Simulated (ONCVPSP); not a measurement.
# Sn: variants of one ONCV potential, part 2 of 2

Aim: generate and test one potential in full, then change one design choice at a time and see what happens to hardness, ghosts and transferability.

ONCVPSP 4.0.1; first potential LDA (Perdew-Wang 92), scalar-relativistic. Earlier steps stand in the parts before.

## (6) Changed: core correction polynomial model core, fcfact 1.06 (was polynomial model core, fcfact 0.6)

Input file Sn.dat:

```
# ATOM AND REFERENCE CONFIGURATION
# atsym  z   nc   nv     iexc    psfile
  Sn 50.00    8    3  -001012      upf
#
#   n    l    f
    1    0    2.00
    2    0    2.00
    2    1    6.00
    3    0    2.00
    3    1    6.00
    3    2   10.00
    4    0    2.00
    4    1    6.00
    4    2   10.00
    5    0    2.00
    5    1    2.00
#
# PSEUDOPOTENTIAL AND OPTIMIZATION
# lmax
    2
#
#   l,   rc,      ep,       ncon, nbas, qcut
    0    1.90    0.00    4    8    2.80
    1    2.05    0.00    5    8    3.50
    2    1.00    0.00    3    7   10.00
#
# LOCAL POTENTIAL
# lloc, lpopt,  rc(5),   dvloc0
    4    5    0.95    6.00
#
# VANDERBILT-KLEINMAN-BYLANDER PROJECTORs
# l, nproj, debl
    0    2    2.60
    1    1    3.50
    2    1    3.20
#
# MODEL CORE CHARGE
# icmod, fcfact, rcfact
    1    1.06    0.00
#
# LOG DERIVATIVE ANALYSIS
# epsh1, epsh2, depsh
   -2.00    5.00    0.02
#
# OUTPUT GRID
# rlmax, drl
    6.00    0.01
#
# TEST CONFIGURATIONS
# ncnf
    4
# nvcnf
#   n    l    f
    3
    4    2   10.00
    5    0    2.00
    5    1    1.00
#
    3
    4    2   10.00
    5    0    2.00
    5    1    0.00
#
    3
    4    2   10.00
    5    0    1.00
    5    1    0.00
#
    3
    4    2   10.00
    5    0    0.00
    5    1    4.00
#
```

The run is started by

```console
$ oncvpsp.x < Sn.dat > Sn.out
```

What the program wrote to Sn.out (without the consistency checks and plot data):

```text
ONCVPSP  (Optimized Norm-Conservinng Vanderbilt PSeudopotential)
scalar-relativistic version 4.0.1

[... all-electron levels as in step 2 ...]

Begin loop to  construct optimized pseudo wave functions
and semi-local pseudopoentials for all angular momenta

   Wellstate for l =  0  n =  7
     eigenvalue =   2.2027
     asymptotic potential =   2.7027
     half-point radius =  3.8685

Calculating optimized projector #   1

 for l=   0

    Fraction of norm inside rc  0.304857
    Optimizing pswf for qcut=   2.80 a_B^-1,  ecut=   3.91 Ha
    Residual kinetic energy error=  1.10D-02 Ha

    Energy error per electron        Cutoff
         Ha          eV             Ha
         0.01000     0.27211        4.02
         0.00100     0.02721       18.96
         0.00010     0.00272       42.52
         0.00001     0.00027       49.71

Calculating optimized projector #   2

 for l=   0

    Fraction of norm inside rc  0.109217
    Optimizing pswf for qcut=   2.80 a_B^-1,  ecut=   3.91 Ha
    Residual kinetic energy error=  1.54D-01 Ha

    Energy error per electron        Cutoff
         Ha          eV             Ha
         0.01000     0.27211       10.14
         0.00100     0.02721       27.20
         0.00010     0.00272       62.19
         0.00001     0.00027       75.79

Calculating optimized projector #   1

 for l=   1

    Fraction of norm inside rc  0.166665
    Optimizing pswf for qcut=   3.51 a_B^-1,  ecut=   6.14 Ha
    Residual kinetic energy error=  1.60D-03 Ha

    Energy error per electron        Cutoff
         Ha          eV             Ha
         0.01000     0.27211        1.46
         0.00100     0.02721       18.33
         0.00010     0.00272       42.33
         0.00001     0.00027       48.84

Calculating optimized projector #   1

 for l=   2

    Fraction of norm inside rc  0.471670
    Optimizing pswf for qcut=   9.99 a_B^-1,  ecut=  49.86 Ha
    Residual kinetic energy error=  1.92D-04 Ha

    Energy error per electron        Cutoff
         Ha          eV             Ha
         0.01000     0.27211       35.16
         0.00100     0.02721       43.94
         0.00010     0.00272       54.55
         0.00001     0.00027      179.90

Construct Vanderbilt / Kleinmman-Bylander projectors

B matrix Hermiticity error, ll=   0
   1   2   -1.8001E-04

  Orthonormal projector coefficients  1.1796E+01  1.4180E+00

Model core correction analysis
  based on d2Exc/dn_idn_j

d2excae - all-electron derivatives

   -2.138213D-02   -5.520102D-03   -2.255540D-03
   -5.519967D-03   -7.884921D-03   -3.572864D-03
   -2.255543D-03   -3.573086D-03   -1.685094D-03

d2excps - pseudofunction derivatives with no core correction

   -3.558987D-02   -7.095542D-03   -2.816938D-03
   -7.095465D-03   -8.698231D-03   -3.972949D-03
   -2.816982D-03   -3.973221D-03   -1.858887D-03

rms 2nd derivative error    4.812787E-03

Polynomial model core charge

d2excps - pseudofunction derivatives with core correction

   -2.236316D-02   -5.818025D-03   -2.349788D-03
   -5.817898D-03   -7.995107D-03   -3.682060D-03
   -2.349796D-03   -3.682283D-03   -1.735562D-03

rms 2nd derivative error    3.645751E-04

Pseudoatom total energy  -69.009621

Diagnostic tests using Vanderbilt-Kleinman-Bylander pseudopotentials
  1 or more projectors used as specified by nproj input data

   l    rcore       rmatch      e in        delta e   norm test  slope test

   0   1.9015022   1.9592359  -0.3972824  -0.0000014   1.0000402   0.9999777
   0   1.9015022   1.9592359   2.2027176   0.0000006   1.0003033   1.0003033

   1   2.0552780   2.1176807  -0.1421346   0.0000010   1.0000049   0.9999986

   2   1.0025658   1.0330059  -0.9519556  -0.0000348   1.0000025   0.9999345

 Testing for bound ghosts
   n   l    E NL Schr. Eq   E Basis Diag.   E Cutoff

       0                       -4.309381     72.00  WARNING - GHOST(-)
   1   0       -0.397284       -0.392552     72.00

       1                       -2.230523     52.04  WARNING - GHOST(-)
   2   1       -0.142134       -0.124820     52.04

   3   2       -0.951990       -0.939634    182.43

 Testing for highly-localized positive-energy ghosts
       l    <radius>/rc     E Basis Diag.   E Cutoff

       0        0.983620        5.814700     72.00  WARNING - GHOST(+)

Test configuration 0

   n   l     f        eae           eps        diff
   1   0  2.0000-1065.00076420
   2   0  2.0000 -160.81036882
   2   1  6.0000 -144.44786101
   3   0  2.0000  -31.01242538
   3   1  6.0000  -25.66502207
   3   2 10.0000  -17.40774624
   4   0  2.0000   -4.91181856
   4   1  6.0000   -3.29137257
   4   2 10.0000   -0.95195564   -0.95199046   -3.48D-05
   5   0  2.0000   -0.39728240   -0.39728375   -1.35D-06
   5   1  2.0000   -0.14213463   -0.14213358    1.05D-06

    Total energies and differences
      AE_ref= -6.17186696D+03  AE_tst= -6.17186696D+03  dif=  0.00D+00
      PS_ref= -6.90096214D+01  PS_tst= -6.90096214D+01  dif=  0.00D+00
      PSP excitation error=  0.00D+00

Test configuration 1

   n   l     f        eae           eps        diff
   1   0  2.0000-1065.29930900
   2   0  2.0000 -161.10731984
   2   1  6.0000 -144.74501208
   3   0  2.0000  -31.30906263
   3   1  6.0000  -25.96167581
   3   2 10.0000  -17.70433789
   4   0  2.0000   -5.20798930
   4   1  6.0000   -3.58749486
   4   2 10.0000   -1.24699447   -1.24572825    1.27D-03
   5   0  2.0000   -0.66727465   -0.66728272   -8.07D-06
   5   1  1.0000   -0.38657080   -0.38660216   -3.14D-05

    Total energies and differences
      AE_ref= -6.17186696D+03  AE_tst= -6.17160634D+03  dif=  2.61D-01
      PS_ref= -6.90096214D+01  PS_tst= -6.87489255D+01  dif=  2.61D-01
      PSP excitation error= -6.76D-05

Test configuration 2

   n   l     f        eae           eps        diff
   1   0  2.0000-1065.65511441
   2   0  2.0000 -161.45983755
   2   1  6.0000 -145.09792221
   3   0  2.0000  -31.66081919
   3   1  6.0000  -26.31346242
   3   2 10.0000  -18.05601772
   4   0  2.0000   -5.55827565
   4   1  6.0000   -3.93755159
   4   2 10.0000   -1.59461172   -1.59125208    3.36D-03
   5   0  2.0000   -0.97496021   -0.97520985   -2.50D-04

    Total energies and differences
      AE_ref= -6.17186696D+03  AE_tst= -6.17108237D+03  dif=  7.85D-01
      PS_ref= -6.90096214D+01  PS_tst= -6.82246834D+01  dif=  7.85D-01
      PSP excitation error= -3.40D-04

Test configuration 3

   n   l     f        eae           eps        diff
   1   0  2.0000-1066.10896006
   2   0  2.0000 -161.90766057
   2   1  6.0000 -145.54613910
   3   0  2.0000  -32.10825062
   3   1  6.0000  -26.76088490
   3   2 10.0000  -18.50318867
   4   0  2.0000   -6.00258913
   4   1  6.0000   -4.38099479
   4   2 10.0000   -2.03153991   -2.02601182    5.53D-03
   5   0  1.0000   -1.33969498   -1.34054025   -8.45D-04

    Total energies and differences
      AE_ref= -6.17186696D+03  AE_tst= -6.16992671D+03  dif=  1.94D+00
      PS_ref= -6.90096214D+01  PS_tst= -6.70683046D+01  dif=  1.94D+00
      PSP excitation error= -1.07D-03

Test configuration 4

   n   l     f        eae           eps        diff
   1   0  2.0000-1065.11027955
   2   0  2.0000 -160.91784493
   2   1  6.0000 -144.55508317
   3   0  2.0000  -31.12142994
   3   1  6.0000  -25.77394708
   3   2 10.0000  -17.51645372
   4   0  2.0000   -5.02063026
   4   1  6.0000   -3.39967558
   4   2 10.0000   -1.05587841   -1.05664460   -7.66D-04
   5   1  4.0000   -0.18489592   -0.18482541    7.05D-05

    Total energies and differences
      AE_ref= -6.17186696D+03  AE_tst= -6.17133760D+03  dif=  5.29D-01
      PS_ref= -6.90096214D+01  PS_tst= -6.84800577D+01  dif=  5.30D-01
      PSP excitation error= -2.03D-04
```

It took 3.6 s on 1 thread, shared host.

The tests as a table, with energies relative to 4d10 5s2 5p2.

```csv
valence configuration,charge,ΔE all-electron (eV),error AE − PS (meV)
4d10 5s2 5p1,+1,7.092,-1.8
4d10 5s2 5p0,+2,21.350,-9.3
4d10 5s1 5p0,+3,52.797,-29
4d10 5s0 5p4,0,14.405,-5.5
```

Compared with the first run, the loose cutoff stays at 44 Ha, the largest test error stays at -29 meV and a bound ghost remains (s, p). The cutoff and ghost tests hold the potential at its reference, so a core or compensation setting can't move them.

## (7) Results

The summary covers parts 1 to 2.

Cutoffs, loose and tight: the cutoffs (Ha) at which the residual kinetic energy of the hardest occupied pseudo-wave falls to 1 and 0.1 mHa per electron; empty and scattering waves don't count. The number of plane waves in a given cell goes as the cutoff to the power 3/2; it is given for the loose cutoff, relative to the first potential. Test errors are all-electron less pseudo; runs with another core, reference, functional or relativity have tests of their own. The phase difference is the largest within 0.5 Ha of zero, over the channels with partial waves. The table holds 5 more runs of the series, not printed above.

| change | outcome | cutoff, loose | cutoff, tight | plane waves, relative | bound ghosts | largest test error (meV) | phase difference near zero (rad) |
| --- | --- | --- | --- | --- | --- | --- | --- |
| first potential | generated | 44 Ha | 55 Ha | 1.00 | s, p | -29 | 0.006 |
| core correction polynomial model core, fcfact 1.06 (was polynomial model core, fcfact 0.6) | generated | 44 Ha | 55 Ha | 1.00 | s, p | -29 | 0.006 |
| local potential polynomial inside 0.95 bohr (lpopt 5, dvloc0 1.5 Ha) | generated | 44 Ha | 55 Ha | 1.00 | s, p | -29 | 0.013 |
| p: ncon 5 → 4, nbas 8 → 7 | generated | 44 Ha | 55 Ha | 1.00 | s, p | -9.4 (1 test unsolved) | 0.007 |
| functional PBEsol | generated | 44 Ha | 54 Ha | 0.99 | s, p | -34 | 0.006 |
| local potential polynomial inside 0.65 bohr (lpopt 3, dvloc0 0 Ha) | generated | 44 Ha | 55 Ha | 1.00 | s, p | -28 | 0.026 |
| all radii scaled by 1.09 (s 2.06, p 2.24, d 1.08 bohr); local potential polynomial inside 1.04 bohr (lpopt 5, dvloc0 6 Ha) | generated | 43 Ha | 50 Ha | 0.96 | s, p | -21 (2 tests unsolved) | 0.009 |

The softest is the variant "all radii scaled by 1.09 (s 2.06, p 2.24, d 1.08 bohr); local potential …", at 43 Ha, though it has a bound ghost; the highest cutoff read, 44 Ha, costs 1.0 times the plane waves. 7 of the 7 potentials written have a bound ghost.

The first potential by itself. It has a bound ghost (s, p), a state that the atom doesn't have, and that rules the file out. By total energies transferability is fair: the largest error is 29 meV on 52.8 eV, for 4d10 5s1 5p0. That test lies far up in energy; among those under 40 eV, nearer to bonding, the largest error is 9.2 meV. By its cutoff, 44 Ha for the looser tolerance, it is hard. At the looser tolerance the 4d wave is the slowest; 5s needs 19 Ha.
